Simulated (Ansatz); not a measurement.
# C₅H₁₅GeNO₂: basis-set convergence

How large a basis does C₅H₁₅GeNO₂ need? Two functionals are run in growing sets.

The runs use Ansatz 0.2.0, Gaussian basis; one geometry, several basis sets.

Plan: PBE0-D4/def2-SVP; ωB97M-V/def2-SVP; PBE0-D4/def2-QZVPP; ωB97M-V/def2-QZVPP; the functionals' def2-TZVPP values are taken from earlier runs.

## (1) The relaxed structure

All runs share one geometry, relaxed beforehand with PBE0-D4 in a triple-zeta def2 set.

SMILES `C[O][GeH]([NH]C(C)C)[O]C`, 24 atoms, charge 0, spin multiplicity 1.

Atoms are counted from 1 here; the program's logs count them from 0.

Bond lengths: C1–O2 1.407 Å, C1–H10 1.092 Å, C1–H11 1.097 Å, C1–H12 1.098 Å, O2–Ge3 1.764 Å, Ge3–N4 1.808 Å, Ge3–O8 1.768 Å, Ge3–H13 1.541 Å, N4–C5 1.451 Å, N4–H14 1.009 Å, C5–C6 1.523 Å, C5–C7 1.522 Å, C5–H15 1.097 Å, C6–H16 1.092 Å, C6–H17 1.093 Å, C6–H18 1.095 Å, C7–H19 1.091 Å, C7–H20 1.095 Å and more. Angles: O2–C1–H10 107.8°, O2–C1–H11 112.2°, O2–C1–H12 112.0°, H10–C1–H11 108.4°, H10–C1–H12 108.0°, H11–C1–H12 108.2°, C1–O2–Ge3 118.5°, O2–Ge3–N4 110.6°, O2–Ge3–O8 99.4°, O2–Ge3–H13 113.3°, N4–Ge3–O8 114.0°, N4–Ge3–H13 107.1°, O8–Ge3–H13 112.3°, Ge3–N4–C5 125.3°, Ge3–N4–H14 118.1°, C5–N4–H14 114.2°, N4–C5–C6 112.5°, N4–C5–C7 110.5° and more.

## (2) PBE0-D4 in def2-SVP

Contents of in.yaml:

```yaml
crystal:
  periodic: [false, false, false]
  atoms:
    - {symbol: C, position_ang: [0.433752, 0.657287, -3.308299]}
    - {symbol: O, position_ang: [-0.813209, 0.646764, -2.655769]}
    - {symbol: Ge, position_ang: [-0.845692, 0.798928, -0.898936]}
    - {symbol: N, position_ang: [0.154521, -0.495864, -0.128688]}
    - {symbol: C, position_ang: [1.077130, -0.298999, 0.973577]}
    - {symbol: C, position_ang: [0.479633, -0.710644, 2.313016]}
    - {symbol: C, position_ang: [2.387443, -1.026819, 0.709931]}
    - {symbol: O, position_ang: [-2.583405, 0.624655, -0.624580]}
    - {symbol: C, position_ang: [-3.060880, 0.621332, 0.697178]}
    - {symbol: H, position_ang: [0.262050, 0.426889, -4.362129]}
    - {symbol: H, position_ang: [1.122216, -0.091595, -2.897912]}
    - {symbol: H, position_ang: [0.920703, 1.640040, -3.250940]}
    - {symbol: H, position_ang: [-0.305950, 2.150970, -0.393443]}
    - {symbol: H, position_ang: [-0.119416, -1.456579, -0.272135]}
    - {symbol: H, position_ang: [1.292295, 0.776112, 1.015838]}
    - {symbol: H, position_ang: [-0.432724, -0.147962, 2.521956]}
    - {symbol: H, position_ang: [1.183382, -0.542038, 3.132431]}
    - {symbol: H, position_ang: [0.224177, -1.775122, 2.304835]}
    - {symbol: H, position_ang: [2.827252, -0.697614, -0.233109]}
    - {symbol: H, position_ang: [2.216801, -2.106286, 0.644595]}
    - {symbol: H, position_ang: [3.108034, -0.851928, 1.512766]}
    - {symbol: H, position_ang: [-4.149278, 0.534919, 0.661479]}
    - {symbol: H, position_ang: [-2.814139, 1.547630, 1.234511]}
    - {symbol: H, position_ang: [-2.669698, -0.224277, 1.277126]}
basis:
  gaussian: {orbitals: def2-SVP}
hamiltonian: {xc: pbe0, dispersion: d4}
output: {orbitals: {seedname: orbitals}}
```

After this run come: ωB97M-V in def2-SVP; PBE0-D4 in def2-QZVPP; ωB97M-V in def2-QZVPP.

**Question.** What will the summary of the whole plan be? Wanted: PBE0-D4: double and triple zeta above quadruple; ωB97M-V: double and triple zeta above quadruple.

The runs gave:

| quantity | value |
| --- | --- |
| PBE0-D4: double and triple zeta above quadruple | 21.64, 1.87 eV |
| ωB97M-V: double and triple zeta above quadruple | 22.11, 1.81 eV |

PBE0-D4 gains 19.77 eV from double to triple zeta, then 1.87 eV more. These are total energies; as a rule much of such shifts cancels in differences, which this series doesn't test. The LUMO of ωB97M-V is positive and keeps falling with the basis (2.94 to 1.61 eV): an unbound level that the basis holds in place.
